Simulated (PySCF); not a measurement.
# [La(H2O)]3+: other functionals and bases at one geometry

An exercise on one series of results from a longer session: the logs are not shown, and one member is left open.

The runs use PySCF 2.14.0; several levels, as the steps say, no spin–orbit coupling.

4 further runs of the same task are left out: 2 for a known fault of the program, 1 that didn't finish, 1 set aside as unsound or not needed.

### The starting structure

4 atoms, charge 3, spin multiplicity 1.

Bond lengths: La1–O2 2.346 Å, O2–H3 1.007 Å, O2–H4 1.007 Å. Angles: La1–O2–H3 128.7°, La1–O2–H4 128.7°, H3–O2–H4 102.6°.

Geometry (Å):

```
La    0.0000    0.0000   -0.1610
O     0.0000    0.0000    2.1853
H     0.7855    0.0000    2.8150
H    -0.7855    0.0000    2.8150
```

Formal oxidation states: La +3. An earlier session relaxed this geometry at TPSS, La def2-SVP with ECP46, O def2-SVP, H def2-SVP (singlet, point group C2v).

At TPSS on the finer grid: E = -106.698567 Eh, HOMO -25.37 eV, LUMO -20.53 eV, Mulliken charge on La1 +2.55 e, largest force component 0.005 eV/Å. 

Levels to run: M06-L; PBE0; B3LYP; BLYP; TPSS, TZVP; TPSS, x2c-SVP. Hardware: 2 threads of Arm Neoverse V2, shared host.

Set-up of the first run:

File run.py (the lines that set the calculation):

```python
mol = gto.M(atom='''
La     0.00000     0.00000    -0.16101
O      0.00000     0.00000     2.18534
H      0.78552     0.00000     2.81501
H     -0.78552     0.00000     2.81501''',
    basis={'La': 'def2-SVP', 'O': 'def2-SVP', 'H': 'def2-SVP'},
    ecp={'La': 'def2-SVP'},
    charge=3, spin=0)
mf = dft.RKS(mol, xc='M06L')
mf.grids.atom_grid = (75, 302)  # f atoms: unpruned, at least (60, 302)
mf = mf.density_fit()  # fitting sets: La def2-universal-JKFIT, O def2-universal-JKFIT, H def2-universal-JKFIT
mf.conv_tol = 1e-08; mf.max_cycle = 55
mf.kernel(dm0)  # dm0: the density of the relaxed state
```

Command:

```console
$ OMP_NUM_THREADS=2 python run.py
```

Steps of the session up to this table: M06-L; PBE0; B3LYP; BLYP; TPSS, TZVP; TPSS, x2c-SVP.

One table of the session follows, with a row left open; its other results are not shown here.

```
              level  HOMO (eV)  gap (eV)  charge on La1 (e)  dipole (D)  largest force component (eV/Å)
TPSS (relaxed here)     -25.37      4.84               2.55        2.64                            0.00
              M06-L     -25.52      5.39               2.61        2.32                            0.58
               PBE0     -26.99      7.18               2.59        2.41                            0.37
              B3LYP     -26.69      6.55               2.57        2.47                            0.31
               BLYP     -25.22      4.47               2.53        2.76                            0.14
         TPSS, TZVP     -25.40      4.83               2.62        2.63                            0.32
      TPSS, x2c-SVP          ?         ?                  ?           ?                               ?
```

Estimate the missing values for TPSS, x2c-SVP.

The run gave: HOMO (eV): -25.59; gap (eV): 4.60; charge on La1 (e): 2.56; dipole (D): 2.80; largest force component (eV/Å): 0.82. In the column «HOMO (eV)» it lies between B3LYP (-26.69) and M06-L (-25.52).

The dipole of a charged species depends on the origin, so these sizes hold for this origin alone.

In one basis the HOMO–LUMO gap runs from 4.47 eV (BLYP) to 7.18 eV (PBE0). The largest leftover force, 0.82 eV/Å with TPSS, x2c-SVP, stands at a geometry relaxed at another level. Total energies of different levels can't be compared.
